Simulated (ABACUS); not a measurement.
# HfIn4SiO6 (P1) in ABACUS: a series of runs, part 2 of 2

ABACUS 3.10.1. The steps go on from the part before.

## (4) Single point, PBE (cell strained by +0.03 along c)

run_abacus.py reads:

```python
"""ABACUS run from a structure file: ASE reads it, the script writes STRU, KPT and INPUT."""
import re
import subprocess
import spglib
from ase import Atoms
from ase.io import read
from ase.units import Bohr

atoms = read("HfIn4SiO6.cif")
cell, frac, numbers = spglib.standardize_cell((atoms.cell[:], atoms.get_scaled_positions(), atoms.numbers), to_primitive=True, symprec=1e-4)
atoms = Atoms(numbers=numbers, cell=cell, scaled_positions=frac, pbc=True)  # the primitive cell
atoms = atoms[(-atoms.numbers).argsort(kind="stable")]  # ABACUS lists atoms element by element
pseudo = {'Hf': 'Hf.upf', 'In': 'In.upf', 'Si': 'Si.upf', 'O': 'O.upf'}
orbital = {'Hf': 'Hf_confined-atom_8au_3s2p2d1f.orb', 'In': 'In_confined-atom_8au_2s2p2d.orb', 'Si': 'Si_confined-atom_7au_2s2p1d.orb', 'O': 'O_confined-atom_6au_2s2p1d.orb'}
magmoms = None
kmesh = [4, 4, 3]
params = {
    'suffix': 'HfIn4SiO6',
    'calculation': 'scf',
    'basis_type': 'lcao',
    'pseudo_dir': './',
    'orbital_dir': './',
    'symmetry': 1,
    'dft_functional': 'pbe',
    'ecutwfc': 100,
    'pseudo_rcut': 7,
    'nspin': 1,
    'nbands': 63,
    'ks_solver': 'genelpa',
    'smearing_method': 'fd',
    'smearing_sigma': 0.00367493,
    'scf_thr': 1e-07,
    'scf_nmax': 100,
    'mixing_type': 'broyden',
    'mixing_beta': 0.7,
    'cal_force': 1,
    'cal_stress': 1,
    'out_mul': 1,
}

symbols = atoms.get_chemical_symbols()
elements = list(dict.fromkeys(symbols))
lines = ["ATOMIC_SPECIES"] + [f"{e} {atoms.get_masses()[symbols.index(e)]:.4f} {pseudo[e]}" for e in elements]
if orbital:
    lines += ["", "NUMERICAL_ORBITAL"] + [orbital[e] for e in elements]
lines += ["", "LATTICE_CONSTANT", f"{1 / Bohr:.10f}", "", "LATTICE_VECTORS"]
lines += [" ".join(f"{x:.10f}" for x in v) for v in atoms.cell]
lines += ["", "ATOMIC_POSITIONS", "Direct"]
for e in elements:
    lines += ["", e, "0.0", str(symbols.count(e))]
    for i, p in enumerate(atoms.get_scaled_positions(wrap=False)):
        if symbols[i] == e:
            mag = "" if magmoms is None else " mag " + " ".join(str(x) for x in (magmoms[i] if isinstance(magmoms[i], list) else [magmoms[i]]))
            lines.append(" ".join(f"{x:.10f}" for x in p) + " 1 1 1" + mag)
open("STRU", "w").write("\n".join(lines) + "\n")
open("KPT", "w").write("K_POINTS\n0\nGamma\n%d %d %d 0 0 0\n" % tuple(kmesh))
open("INPUT", "w").write("INPUT_PARAMETERS\n" + "".join(f"{k:<20s}{v}\n" for k, v in params.items()))

done = subprocess.run(['mpirun', '-np', '4', 'abacus'])
if done.returncode:
    raise SystemExit(done.returncode)
log = open("OUT.HfIn4SiO6/running_scf.log").read()
print("final energy (eV):", re.findall(r"FINAL_ETOT_IS (\S+)", log))
```

HfIn4SiO6.cif reads:

```cif
data_HfIn4SiO6
_cell_length_a 5.72267977
_cell_length_b 6.15278821
_cell_length_c 7.51797158
_cell_angle_alpha 76.35262674
_cell_angle_beta 67.72943321
_cell_angle_gamma 83.67757473
_space_group_name_H-M_alt 'P1'
_space_group_name_Hall 'P 1'
_space_group_IT_number 1
loop_
_space_group_symop_operation_xyz
'x,y,z'
loop_
_atom_site_label
_atom_site_type_symbol
_atom_site_symmetry_multiplicity
_atom_site_Wyckoff_symbol
_atom_site_fract_x
_atom_site_fract_y
_atom_site_fract_z
_atom_site_occupancy
Hf1 Hf 1 a 0.0149900000 0.0155600000 0.8670800000 1
In1 In 1 a 0.3404900000 0.9990100000 0.2710900000 1
In2 In 1 a 0.7372100000 0.0084200000 0.5041400000 1
In3 In 1 a 0.2983900000 0.4884100000 0.4670000000 1
In4 In 1 a 0.6087900000 0.4821100000 0.7947200000 1
Si1 Si 1 a 0.9876600000 0.4402900000 0.1445600000 1
O1 O 1 a 0.2397400000 0.3873800000 0.2071000000 1
O2 O 1 a 0.7214200000 0.3848300000 0.3440400000 1
O3 O 1 a 0.0193300000 0.2621800000 0.9965300000 1
O4 O 1 a 0.9936900000 0.6980600000 0.0154800000 1
O5 O 1 a 0.3070900000 0.0649300000 0.6062600000 1
O6 O 1 a 0.7311900000 0.1088300000 0.7820100000 1
```

Potentials or basis: PseudoDojo NC SR 0.4.1 PBE standard, DZP LCAO (the cutoffs set its grid).

Command:

```bash
OMP_NUM_THREADS=1 python run_abacus.py > log
```

running log:

```text
ABACUS v3.10.1

               Atomic-orbital Based Ab-initio Computation at UStc

 ------------------------------------------------------------------------------------

 READING GENERAL INFORMATION
                           global_out_dir = OUT.HfIn4SiO6/
                           global_in_card = INPUT
                               pseudo_dir = ./
                              orbital_dir = ./
                                    DSIZE = 4
                                    GSIZE = 1

 READING UNITCELL INFORMATION
                                    ntype = 4
                  lattice constant (Bohr) = 1.88973
              lattice constant (Angstrom) = 1

 READING ATOM TYPE 1
                               atom label = Hf
                      L=0, number of zeta = 3
                      L=1, number of zeta = 2
                      L=2, number of zeta = 2
                      L=3, number of zeta = 1
             number of atom for this type = 1

 READING ATOM TYPE 2
                               atom label = In
                      L=0, number of zeta = 2
                      L=1, number of zeta = 2
                      L=2, number of zeta = 2
             number of atom for this type = 4

 READING ATOM TYPE 3
                               atom label = Si
                      L=0, number of zeta = 2
                      L=1, number of zeta = 2
                      L=2, number of zeta = 1
             number of atom for this type = 1

 READING ATOM TYPE 4
                               atom label = O
                      L=0, number of zeta = 2
                      L=1, number of zeta = 2
                      L=2, number of zeta = 1
             number of atom for this type = 6

                        TOTAL ATOM NUMBER = 12
DIRECT COORDINATES
    atom                   x                   y                   z     mag                  vx                  vy                  vz
taud_Hf1            0.0149900000        0.0155600000        0.8670800000  0.0000        0.0000000000        0.0000000000        0.0000000000
taud_In1            0.3404900000        0.9990100000        0.2710900000  0.0000        0.0000000000        0.0000000000        0.0000000000
taud_In2            0.7372100000        0.0084200000        0.5041400000  0.0000        0.0000000000        0.0000000000        0.0000000000
taud_In3            0.2983900000        0.4884100000        0.4670000000  0.0000        0.0000000000        0.0000000000        0.0000000000
taud_In4            0.6087900000        0.4821100000        0.7947200000  0.0000        0.0000000000        0.0000000000        0.0000000000
taud_Si1            0.9876600000        0.4402900000        0.1445600000  0.0000        0.0000000000        0.0000000000        0.0000000000
taud_O1            0.2397400000        0.3873800000        0.2071000000  0.0000        0.0000000000        0.0000000000        0.0000000000
taud_O2            0.7214200000        0.3848300000        0.3440400000  0.0000        0.0000000000        0.0000000000        0.0000000000
taud_O3            0.0193300000        0.2621800000        0.9965300000  0.0000        0.0000000000        0.0000000000        0.0000000000
taud_O4            0.9936900000        0.6980600000        0.0154800000  0.0000        0.0000000000        0.0000000000        0.0000000000
taud_O5            0.3070900000        0.0649300000        0.6062600000  0.0000        0.0000000000        0.0000000000        0.0000000000
taud_O6            0.7311900000        0.1088300000        0.7820100000  0.0000        0.0000000000        0.0000000000        0.0000000000

                          Volume (Bohr^3) = 1606.01
                             Volume (A^3) = 237.985

 Lattice vectors: (Cartesian coordinate: in unit of a_0)
             +5.72268                  +0                  +0
            +0.677566            +6.11537                  +0
[... 239 lines left out ...]

 -------------------------------------------
 SELF-CONSISTENT
 -------------------------------------------

 SETUP SEARCHING RADIUS FOR PROGRAM TO SEARCH ADJACENT ATOMS
                  longest orb rcut (Bohr) = 8
   longest nonlocal projector rcut (Bohr) = 2.46
                     search radius (Bohr) = 20.9
              searching radius is (Bohr)) = 20.9
         searching radius unit is (Bohr)) = 1.89
                         PeriodicBoundary = 1
                        Radius(unit:lat0) = 11.1
                                   glayer = [ 4, 3, 3 ]
                             glayer_minus = [ 3, 2, 2 ]

Find the coordinate range of the input atom(unit:lat0).
                                  min_tau = [ -22, -14.4, -13.5 ]
                                  max_tau = [ 30.7, 21.7, 20.4 ]
                                BoxNumber = [ 7, 5, 5 ]

 SETUP EXTENDED REAL SPACE GRID FOR GRID INTEGRATION
                          real space grid = [ 72, 75, 96 ]
                 big cell numbers in grid = [ 18, 15, 24 ]
             meshcell numbers in big cell = [ 4, 5, 4 ]
                        extended fft grid = [ 15, 11, 15 ]
                dimension of extened grid = [ 49, 38, 55 ]
                            UnitCellTotal = 27
              Atom number in sub-FFT-grid = 12
    Local orbitals number in sub-FFT-grid = 189
                                ParaV.nnr = 95647
                                 init_chg = atomic

 LCAO ALGORITHM --------------- ION=   1  ELEC=   1--------------------------------

 Density error is 0.118302177106
----------------------------------------------------------
     Energy           Rydberg                 eV
----------------------------------------------------------
 E_KohnSham     -850.3008058289      -11568.9359732646
 E_Harris       -834.7533169363      -11357.4015347332
 E_Fermi        0.5217487924         7.0987565014
----------------------------------------------------------
[... 168 lines left out ...]
 Density error is 3.97488146714e-08
----------------------------------------------------------
     Energy           Rydberg                 eV
----------------------------------------------------------
 E_KohnSham     -851.8455360059      -11589.9531055447
 E_KS(sigma->0) -851.8455357043      -11589.9531014410
 E_Harris       -851.8455351753      -11589.9530942442
 E_band         -42.1804065391       -573.8938728884
 E_one_elec     -338.4646000568      -4605.0471320633
 E_Hartree      233.1629674304       3172.3449196418
 E_xc           -242.0668913409      -3293.4890193826
 E_Ewald        -504.4770114354      -6863.7618655332
 E_entropy(-TS) -0.0000006032        -0.0000082075
 E_descf        0.0000000000         0.0000000000
 E_exx          0.0000000000         0.0000000000
 E_Fermi        0.5345164471         7.2724693553
----------------------------------------------------------

 charge density convergence is achieved
 final etot is -11589.953106 eV
 EFERMI = 7.2724693553 eV

 STATE ENERGY(eV) AND OCCUPATIONS    NSPIN == 1
 1/26 kpoint (Cartesian) = 0.0000 0.0000 0.0000 (6784 pws)
       1       -55.8357      0.0416667
       2       -24.6784      0.0416667
       3       -24.6549      0.0416667
       4       -24.5645      0.0416667
       5       -13.2793      0.0416667
       6       -12.0681      0.0416667
[... 380 lines left out ...]
      62        11.4708    2.84744e-38
      63        12.1666    2.57513e-44

[... levels at 20 further k points ...]

 correction force for each atom along direction 1 is 2.95585e-07
 correction force for each atom along direction 2 is -8.84652e-07
 correction force for each atom along direction 3 is -4.67692e-07
------------------------------------------------------------------------------------------
 TOTAL-FORCE (eV/Angstrom)
------------------------------------------------------------------------------------------
                       Hf1         0.4210005836         0.1128892577        -0.7600620114
                       In1        -0.0335867059        -0.0972523622         0.0051693064
                       In2         0.0931691926        -0.1788977740        -0.1080554359
                       In3        -0.0757064796         0.0741414278         0.1809566445
                       In4        -0.0669600519         0.2274897452         0.0521670820
                       Si1        -0.4972452514        -0.2944398785         0.6883363703
                        O1         0.2192580267         0.0302170423        -0.0496857566
                        O2         0.4749872499         0.0062350957        -0.6713563162
                        O3        -0.1391843717        -0.2152365118        -0.0851742961
                        O4        -0.1349669133         0.4557279281        -0.2615441721
                        O5        -0.5060287860         0.0949686744         0.7915889412
                        O6         0.2452635070        -0.2158426447         0.2176596439
------------------------------------------------------------------------------------------

----------------------------------------------------------------
 TOTAL-STRESS (KBAR)
----------------------------------------------------------------
        -5.7114552845        -2.1695369169        13.4034391209
        -2.1695369169         4.9074941389        -2.7644505158
        13.4034391209        -2.7644505158       -20.4065231233
----------------------------------------------------------------
 TOTAL-PRESSURE: -7.070161 KBAR

 --------------------------------------------
 !FINAL_ETOT_IS -11589.9531055447496328 eV
 --------------------------------------------
```

Run time: 54 s. Hardware: 4 MPI ranks of AMD EPYC 7R43 (Zen 3), shared host; peak memory 1.1 GiB.

What came out:

| Item | Value |
| --- | --- |
| Free energy | -11589.9531 eV |
| Pressure | -0.7 GPa |
| Largest force | 0.944 eV/Å |
| Band gap on the k mesh | 0.97 eV, indirect (least direct gap 1.24 eV) |
| Mulliken charges | Hf +1.08; In +0.37, +0.53, +0.50, +0.47; Si +0.33; O -0.55, -0.56, -0.40, -0.39, -0.71, -0.67 e |

Forces in eV/Å, atoms in the order of the input:
```
Hf   0.421  0.113 -0.760
In  -0.034 -0.097  0.005
In   0.093 -0.179 -0.108
In  -0.076  0.074  0.181
In  -0.067  0.227  0.052
Si  -0.497 -0.294  0.688
O    0.219  0.030 -0.050
O    0.475  0.006 -0.671
O   -0.139 -0.215 -0.085
O   -0.135  0.456 -0.262
O   -0.506  0.095  0.792
O    0.245 -0.216  0.218
```

Caveat: the atomic orbitals were generated for these runs and aren't a published set; Mulliken charges move with the basis; spin-orbit coupling is left out, which moves the levels of the heavy elements; an odd mesh through Γ misses points on the zone boundary, where band edges often lie; the basis of atomic orbitals isn't converged, which shifts pressures, moduli and gaps.

## (5) The reference run

An earlier run on the cell as given: functional PBE; potentials or basis PseudoDojo NC SR 0.4.1 PBE standard; cutoff 1143 eV; density cutoff 4572 eV; basis plane waves; k mesh 5 × 5 × 4; occupations fermi-dirac, width 0.05 eV; no spin polarisation.

- Pressure: -0.3 GPa
- Largest force: 0.191 eV/Å
- Band gap on the k mesh: 0.88 eV, indirect (least direct gap 1.16 eV)

## (6) The runs side by side

```tsv
potentials or basis	cell	k mesh	cutoff (eV)	SCF threshold on the density	eigensolver	gap on the mesh (eV)	pressure (GPa)	largest force (eV/Å)
PseudoDojo NC SR 0.4.1 PBE standard, DZP LCAO (the cutoffs set its grid)	cell strained by -0.03 along c	4 × 4 × 3	1361	1e-07	genelpa	0.86	4.5	1.77
PseudoDojo NC SR 0.4.1 PBE standard, DZP LCAO (the cutoffs set its grid)	as given	4 × 4 × 3	1361	1e-07	genelpa	0.95	1.6	0.46
PseudoDojo NC SR 0.4.1 PBE standard, DZP LCAO (the cutoffs set its grid)	cell strained by +0.03 along c	4 × 4 × 3	1361	1e-07	genelpa	0.97	-0.7	0.94
PseudoDojo NC SR 0.4.1 PBE standard, plane waves	as given	5 × 5 × 4	1143	1e-08	dav	0.88	-0.3	0.19
```

Alike in all rows: task single point; level PBE; no spin polarisation; smearing fermi-dirac 0.05 eV.

Caveats: spin-orbit coupling is left out, which moves the levels of the heavy elements; an odd mesh through Γ misses points on the zone boundary, where band edges often lie; the atomic orbitals were generated for these runs and aren't a published set (some runs); the basis of atomic orbitals isn't converged, which shifts pressures, moduli and gaps (some runs); forces of over 1 eV/Å show positions far from the minimum, so gaps and moduli don't describe the material at rest (some runs); there are fewer bands than atomic start orbitals, so a level may be missed at k points of high symmetry (some runs).

Total energies depend on the potentials used, so only differences within one code and one set of settings carry meaning.
